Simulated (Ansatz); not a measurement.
# GeW: the cost of one run

Computed with Ansatz 0.2.0, Gaussian basis. Level: def2-TZVPP, core rule «outside noble gas», up to 18 orbitals frozen.

The runs, in order: UHF; CCSD(T) on ROHF; CCSD(T) on UHF; CCSDT(Q) on ROHF; CCSDT(Q) on UHF; CASSCF and MRCISD+Q, 9 electrons in 10 orbitals; CASSCF and NEVPT2, 9 electrons in 10 orbitals.

7 further runs of the same task are left out: 2 for a known fault of the program, 5 set aside as unsound or not needed.

## 1. The geometry

The geometry is a PBE0/def2-TZVP stationary point (not a proven minimum) of the parent state, kept for this charge and spin. No spin-orbit coupling is included. Elements past krypton take def2 core potentials. The filled d shell of Ge may be among the frozen orbitals whatever the setting's name suggests; the logs give the count.

2 atoms, charge 1, spin multiplicity 6.

Atoms are counted from 1 here; the program's logs count them from 0.

Bond lengths: W1–Ge2 2.413 Å.

Coordinates:

```xyz
2

W     0.0000    0.0000    0.0000
Ge    0.0000    0.0000    2.4130
```

## 2. UHF

Input file in.yaml:

```yaml
crystal:
  periodic: [false, false, false]
  atoms:
    - {symbol: W, position_ang: [0.000000, 0.000000, 0.000000]}
    - {symbol: Ge, position_ang: [0.000000, 0.000000, 2.413000]}
basis:
  gaussian: {orbitals: def2-TZVPP}
total_charge: 1
magnetization: {spin_polarized: true, initial_magnetization: 5}
hamiltonian: {xc: hf}
output: {orbitals: {seedname: orbitals}}
```

The run is started by

```bash
$ ansatz run in.yaml --threads 1 --pin off --events-out ev --progress --plain --max-ram 2816MiB --backend cpu
```

**Question.** How long does this run take on 1 thread of AMD EPYC 7R13, shared host, and how much memory does it need?

About 25 s, with a peak of 0.38 GiB.
